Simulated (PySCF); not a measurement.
**C2H7NSi (SMILES NC1C[SiH2]1) at 6 levels**

We compute a comparison of 6 runs (HF/STO-3G, B2PLYP/def2-SVP, CAM-B3LYP/def2-SVP, revPBE/def2-SVP, SCS-MP2/def2-SVP, CCSD(T)/def2-SVP) of C2H7NSi. The job is set up through a Python script.

Program for the calculation: PySCF 2.14.0.

3 further runs of the same task are left out: 3 set aside as unsound or not needed.

## Step 1: Starting point

The species is C2H7NSi (11 atoms), meant as a singlet with charge 0. SMILES: `NC1C[SiH2]1`. The coordinates come from a PBE0-D4/def2-TZVP relaxation. This is one conformer, not always the lowest.

Bond lengths: N1–C2 1.437 Å, C2–C3 1.539 Å, C2–Si4 1.862 Å, C3–Si4 1.848 Å, N1–H5 1.011 Å, N1–H6 1.014 Å, C2–H7 1.094 Å, C3–H8 1.085 Å, C3–H9 1.086 Å, Si4–H10 1.479 Å, Si4–H11 1.476 Å. Some angles: N1–C2–C3 114.5°, N1–C2–Si4 118.4°, C3–C2–Si4 65.0°, C2–C3–Si4 65.9°, C2–Si4–C3 49.0°, N1–C2–H7 118.0°, C3–C2–H7 113.0°, Si4–C2–H7 116.4°, C2–N1–H5 111.6°, C2–N1–H6 111.3°.

## Step 2: A single-point energy at HF/STO-3G (run 1)

File input.py:

```python
from pyscf import gto

system = gto.Mole()
system.atom = [
    ('N', (-1.337200, 0.826100, -0.314200)),
    ('C', (0.048100, 0.587400, -0.015100)),
    ('C', (0.296100, -0.519700, 1.025200)),
    ('Si', (0.845000, -0.955900, -0.685100)),
    ('H', (-1.450400, 1.288300, -1.206000)),
    ('H', (-1.774000, 1.401500, 0.397500)),
    ('H', (0.701400, 1.454200, 0.118600)),
    ('H', (1.025100, -0.311700, 1.801300)),
    ('H', (-0.607900, -0.997000, 1.390600)),
    ('H', (2.288700, -0.939900, -1.005500)),
    ('H', (0.030300, -1.890100, -1.486800)),
]
system.max_memory = 1860
system.verbose = 3
system.basis = 'sto-3g'
system.spin = 0
system.build()

mf = system.RHF()
mf.conv_tol = 1e-10
mf.kernel()
if not mf.converged:
    mf = mf.newton().run(mf.mo_coeff, mf.mo_occ)

e_tot = mf.e_tot
print('E(%s) = %.9f' % ('HF', e_tot))
```

On the command line:

```bash
$ OMP_NUM_THREADS=1 python input.py
```

The program printed:

```text
converged SCF energy = -418.15799722449
E(HF) = -418.157997224
```

Wall time 0.75 s (1 thread of Arm Neoverse V2, shared host); peak memory 0.12 GiB.

## Step 3: A single-point energy at B2PLYP/def2-SVP (run 2)

File run.py:

```python
from pyscf import gto, dft, mp

molecule = gto.M(
    atom='''
N   -1.337200   0.826100  -0.314200
C    0.048100   0.587400  -0.015100
C    0.296100  -0.519700   1.025200
Si   0.845000  -0.955900  -0.685100
H   -1.450400   1.288300  -1.206000
H   -1.774000   1.401500   0.397500
H    0.701400   1.454200   0.118600
H    1.025100  -0.311700   1.801300
H   -0.607900  -0.997000   1.390600
H    2.288700  -0.939900  -1.005500
H    0.030300  -1.890100  -1.486800
''',
    charge=0,
    verbose=3,
    spin=0,
    max_memory=1860,
    basis='def2-svp',
)

myscf = dft.RKS(molecule)
myscf.xc = '0.53*HF + 0.47*B88, 0.73*LYP'
myscf.conv_tol = 1e-10
myscf.grids.level = 5
myscf.kernel()
if not myscf.converged:
    myscf = myscf.newton().run(myscf.mo_coeff, myscf.mo_occ)

pt = mp.MP2(myscf, frozen=8).run()
e_final = myscf.e_tot + 0.27 * pt.e_corr
print('PT2 part  %.8f' % (0.27 * pt.e_corr))
print('E = %.10f Eh' % e_final)
```

On the command line:

```bash
$ OMP_NUM_THREADS=1 python run.py
```

The program printed:

```text
converged SCF energy = -423.954005358846
E(RMP2) = -424.628985410414  E_corr = -0.674980051567797
E(SCS-RMP2) = -424.627952843609  E_corr = -0.673947484762801
PT2 part  -0.18224461
E = -424.1362499728 Eh
```

Run time: 24 s. Hardware: 1 thread of Arm Neoverse V2, shared host; peak memory 0.48 GiB.

Run 3 isn't shown in full; the table further down has it.

## Step 4: A single-point energy at revPBE/def2-SVP (run 4)

File input.xyz:

```xyz
11

N     -1.337200     0.826100    -0.314200
C      0.048100     0.587400    -0.015100
C      0.296100    -0.519700     1.025200
Si     0.845000    -0.955900    -0.685100
H     -1.450400     1.288300    -1.206000
H     -1.774000     1.401500     0.397500
H      0.701400     1.454200     0.118600
H      1.025100    -0.311700     1.801300
H     -0.607900    -0.997000     1.390600
H      2.288700    -0.939900    -1.005500
H      0.030300    -1.890100    -1.486800
```

File run.py:

```python
# NC1C[SiH2]1
from pyscf import gto, dft

system = gto.M(
    atom='input.xyz',
    basis='def2-svp',
    max_memory=1860,
    verbose=3,
)

ks = dft.RKS(system)
ks.xc = 'revpbe'
ks.conv_tol = 1e-10
ks.grids.level = 5
ks.kernel()
if not ks.converged:
    ks = ks.newton().run(ks.mo_coeff, ks.mo_occ)

energy = ks.e_tot
print('E(%s) = %.9f' % ('REVPBE', energy))
```

On the command line:

```bash
$ OMP_NUM_THREADS=1 python run.py
```

The program printed:

```text
converged SCF energy = -424.320861944726
E(REVPBE) = -424.320861945
```

Wall time 24 s (1 thread of Arm Neoverse V2, shared host); peak memory 0.48 GiB.

Run 5 isn't shown in full; the table further down has it.

## Step 5: The energy at CCSD(T)/def2-SVP (run 6)

File input.py:

```python
from pyscf import gto, scf, cc

mol = gto.Mole()
mol.atom = '''
N   -1.337200   0.826100  -0.314200
C    0.048100   0.587400  -0.015100
C    0.296100  -0.519700   1.025200
Si   0.845000  -0.955900  -0.685100
H   -1.450400   1.288300  -1.206000
H   -1.774000   1.401500   0.397500
H    0.701400   1.454200   0.118600
H    1.025100  -0.311700   1.801300
H   -0.607900  -0.997000   1.390600
H    2.288700  -0.939900  -1.005500
H    0.030300  -1.890100  -1.486800
'''
mol.verbose = 4
mol.charge = 0
mol.basis = 'def2-svp'
mol.max_memory = 1860
mol.build()

myscf = scf.RHF(mol)
myscf.conv_tol = 1e-10
myscf.kernel()
if not myscf.converged:
    myscf = myscf.newton().run(myscf.mo_coeff, myscf.mo_occ)

mycc = cc.CCSD(myscf, frozen=8)
mycc.kernel()
e_t = mycc.ccsd_t()
e_final = mycc.e_tot + e_t
print('Final energy', e_final)
```

On the command line:

```bash
$ OMP_NUM_THREADS=1 python input.py
```

The program printed:

```text
PySCF version 2.14.0

[... 67 lines left out ...]
converged SCF energy = -422.940139339068
[... 12 lines left out ...]
Init t2, MP2 energy = -423.491625257935  E_corr(MP2) -0.551485918866862
[... 12 lines left out ...]
CCSD converged
[... 2 lines left out ...]
Final energy -423.5595825375764
```

Run time: 42 s. Hardware: 1 thread of Arm Neoverse V2, shared host; peak memory 0.53 GiB.

## Step 6: All runs side by side

```tsv
run	level	frozen core orbitals	integration grid	energy (Eh)	dipole moment (D) of the reference	HOMO energy (eV)	LUMO energy (eV)	wall time
1	HF/STO-3G	–	–	-418.157997	1.26	-6.95	10.78	0.75 s
2	B2PLYP/def2-SVP	8	5	-424.136250	1.20	-7.27	2.07	24 s
3	CAM-B3LYP/def2-SVP	–	5	-424.348200	1.22	-7.51	1.93	34 s
4	revPBE/def2-SVP	–	5	-424.320862	1.33	-4.86	0.05	24 s
5	SCS-MP2/def2-SVP	8	–	-423.491844	1.17	-9.04	4.10	2.1 s
6	CCSD(T)/def2-SVP	8	–	-423.559583	1.17	-9.04	4.10	42 s
```

## Step 7: What came out

```
                                          quantity          value
                               run 6: total energy  -423.55958 Eh
       run 6: dipole moment (Hartree–Fock density)         1.17 D
        run 6: HOMO energy (Hartree–Fock orbitals)       -9.04 eV
        run 6: LUMO energy (Hartree–Fock orbitals)        4.10 eV
      run 6: HOMO–LUMO gap (Hartree–Fock orbitals)       13.14 eV
run 6: correlation energy (8 core orbitals frozen)     -619.4 mEh
                             run 6: (T) correction     -18.76 mEh
                              run 6: T1 diagnostic          0.010
```

Over runs 1, 2, 3, 4 the dipole moment (its size) runs from 1.20 D (B2PLYP/def2-SVP) to 1.33 D (revPBE/def2-SVP). A double hybrid's value is that of its SCF part. Over runs 1, 2, 3, 4 the HOMO–LUMO gap runs from 4.90 eV (revPBE/def2-SVP) to 17.73 eV (HF/STO-3G). The two ends differ in method and basis. Totals of different functionals can't be ranked against each other. In run 1 the basis is minimal, so the values are rough. All runs together took 2.1 min, the longest 42 s.
